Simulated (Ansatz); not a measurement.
# CH₄AlClSi: basis-set convergence

An exercise on one series of results from a longer session: the logs are not shown, and one member is left open.

Computed with Ansatz 0.2.0, Gaussian basis. Level: one geometry, several basis sets.

The runs, in order: PBE0-D4/def2-SVP; ωB97M-V/def2-SVP; PBE0-D4/def2-QZVPP; ωB97M-V/def2-QZVPP; the functionals' def2-TZVPP values are taken from earlier runs.

## Structure used throughout

An earlier PBE0-D4 in a triple-zeta def2 set relaxation fixed the geometry.

SMILES `[Cl][Al]1[CH2][SiH2]1`, 8 atoms, charge 0, spin multiplicity 1.

Atoms are counted from 1 here; the program's logs count them from 0.

Bond lengths: Cl1–Al2 2.087 Å, Al2–C3 1.932 Å, Al2–Si4 2.315 Å, C3–Si4 1.941 Å, C3–H5 1.089 Å, C3–H6 1.100 Å, Si4–H7 1.489 Å, Si4–H8 1.489 Å. Angles: Cl1–Al2–C3 141.4°, Cl1–Al2–Si4 165.0°, C3–Al2–Si4 53.5°, Al2–C3–Si4 73.4°, Al2–C3–H5 132.8°, Al2–C3–H6 107.4°, Si4–C3–H5 119.9°, Si4–C3–H6 109.4°, H5–C3–H6 108.8°, Al2–Si4–C3 53.1°, Al2–Si4–H7 133.1°, Al2–Si4–H8 116.3°, C3–Si4–H7 118.3°, C3–Si4–H8 111.9°, H7–Si4–H8 109.3°.

The first run:

Input file in.yaml:

```yaml
crystal:
  periodic: [false, false, false]
  atoms:
    - {symbol: Cl, position_ang: [-2.985412, 1.698788, 0.528778]}
    - {symbol: Al, position_ang: [-1.282516, 0.561351, 0.128025]}
    - {symbol: C, position_ang: [0.635409, 0.579540, 0.359562]}
    - {symbol: Si, position_ang: [0.198819, -1.094157, -0.521666]}
    - {symbol: H, position_ang: [1.273790, 0.578709, 1.241856]}
    - {symbol: H, position_ang: [1.049033, 1.283907, -0.376822]}
    - {symbol: H, position_ang: [0.870457, -1.407393, -1.812723]}
    - {symbol: H, position_ang: [0.332520, -2.257844, 0.397190]}
basis:
  gaussian: {orbitals: def2-SVP}
hamiltonian: {xc: pbe0, dispersion: d4}
output: {orbitals: {seedname: orbitals}}
```

Command:

```bash
$ ansatz run in.yaml --threads 2 --pin off --events-out ev --progress --plain --max-ram 4352MiB
```

Steps of the session up to this table: PBE0-D4 in def2-SVP; ωB97M-V in def2-SVP; PBE0-D4 in def2-QZVPP; ωB97M-V in def2-QZVPP.

One of the session's tables, all rows but one given; the rest of the session is left out.

| functional | basis | HOMO (eV) | LUMO (eV) |
| --- | --- | --- | --- |
| PBE0-D4 | def2-SVP | -6.31 | -1.63 |
| PBE0-D4 | def2-TZVPP | ? | ? |
| PBE0-D4 | def2-QZVPP | -6.34 | -1.72 |
| ωB97M-V | def2-SVP | -8.24 | 0.17 |
| ωB97M-V | def2-TZVPP | -8.29 | 0.04 |
| ωB97M-V | def2-QZVPP | -8.31 | -0.05 |

Estimate the missing values for PBE0-D4, def2-TZVPP.

As computed: HOMO (eV): -6.33; LUMO (eV): -1.70. In the column «HOMO (eV)» it lies between PBE0-D4, def2-QZVPP (-6.34) and PBE0-D4, def2-SVP (-6.31).
